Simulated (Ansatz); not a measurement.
# CH4ClFOSi: one species, many methods

How much do the methods differ for CH4ClFOSi? The plan is to run it at one geometry with functionals of several rungs and with coupled cluster. The yardstick is the atomisation energy at the CCSD(T) limit.

The runs use Ansatz 0.2.0, Gaussian basis; functionals in def2-TZVPP, the program's frozen cores in correlated methods.

Plan: PBE-D4, r2SCAN-D4, PBE0-D4, B3LYP-D4, ωB97X-V, ωB97M-V, B2PLYP; CCSD(T)/def2-TZVPP; MP2/def2-QZVPP; extrapolation to the limit.

## 1. Structure used throughout

All runs share one geometry, relaxed beforehand with PBE0-D4 in a triple-zeta def2 set.

SMILES `O[SiH](F)CCl`, 9 atoms, charge 0, spin multiplicity 1.

Atoms are counted from 1 here; the program's logs count them from 0.

Bond lengths: O1–Si2 1.624 Å, O1–H6 0.961 Å, Si2–F3 1.594 Å, Si2–C4 1.874 Å, Si2–H7 1.475 Å, C4–Cl5 1.791 Å, C4–H8 1.091 Å, C4–H9 1.090 Å. Angles: Si2–O1–H6 116.8°, O1–Si2–F3 111.4°, O1–Si2–C4 110.8°, O1–Si2–H7 107.5°, F3–Si2–C4 106.7°, F3–Si2–H7 107.9°, C4–Si2–H7 112.5°, Si2–C4–Cl5 108.8°, Si2–C4–H8 111.9°, Si2–C4–H9 112.5°, Cl5–C4–H8 107.4°, Cl5–C4–H9 107.5°, H8–C4–H9 108.6°.

## 2. PBE-D4 (GGA)

Contents of in.yaml:

```yaml
crystal:
  periodic: [false, false, false]
  atoms:
    - {symbol: O, position_ang: [-0.446267, 1.074390, 1.418001]}
    - {symbol: Si, position_ang: [0.616218, 0.174442, 0.581666]}
    - {symbol: F, position_ang: [1.723240, 1.082461, -0.118659]}
    - {symbol: C, position_ang: [-0.246490, -0.774433, -0.784604]}
    - {symbol: Cl, position_ang: [-1.336704, 0.342190, -1.662499]}
    - {symbol: H, position_ang: [-1.113049, 1.542340, 0.908617]}
    - {symbol: H, position_ang: [1.298721, -0.713351, 1.542193]}
    - {symbol: H, position_ang: [-0.860142, -1.585597, -0.390571]}
    - {symbol: H, position_ang: [0.452972, -1.188742, -1.511243]}
basis:
  gaussian: {orbitals: def2-TZVPP}
hamiltonian: {xc: pbe, dispersion: d4}
output: {forces: true, orbitals: {seedname: orbitals}}
```

Started as:

```
$ ansatz run in.yaml --threads 4 --pin off --events-out ev --progress --plain --max-ram 10444MiB
```

After this run come: r2SCAN-D4 (meta-GGA); PBE0-D4 (hybrid); B3LYP-D4 (hybrid); ωB97X-V (range-separated); ωB97M-V (range-separated); B2PLYP (double hybrid); CCSD(T) in def2-TZVPP; MP2 in def2-QZVPP.

**Question.** What will the summary of the whole plan be? Wanted: atomisation energy, CCSD(T)/CBS; farthest; mean size of error, hybrid; mean size of error, range-separated; gap, smallest and largest; T1 diagnostic; triples share of the correlation energy.

As calculated:

| quantity | value |
| --- | --- |
| atomisation energy, CCSD(T)/CBS | 810.7 kcal/mol |
| functionals within 4.1 kcal/mol (0.5 %) | r2SCAN-D4, ωB97X-V, ωB97M-V |
| farthest | B2PLYP (-14.3 kcal/mol) |
| mean size of error, hybrid | 9.4 kcal/mol |
| mean size of error, range-separated | 1.4 kcal/mol |
| gap, smallest and largest | 5.89 eV (PBE-D4), 12.92 eV (ωB97X-V) |
| T1 diagnostic | 0.0108 |
| triples share of the correlation energy | 3.5 % |

What this shows: PBE-D4 misses by +6.5 kcal/mol. Double hybrids carry the basis error of their MP2 part in triple zeta, and no dispersion term here, so their miss is partly the set-up's. The reference freezes the cores and leaves out relativity and excitations past (T), so misses under about 4.1 kcal/mol can't be ranked. Hartree-Fock recovers 73 % of the binding; the rest is correlation. The gap grows from 5.9 to 12.9 eV across the functionals, mostly with the share of exact exchange.
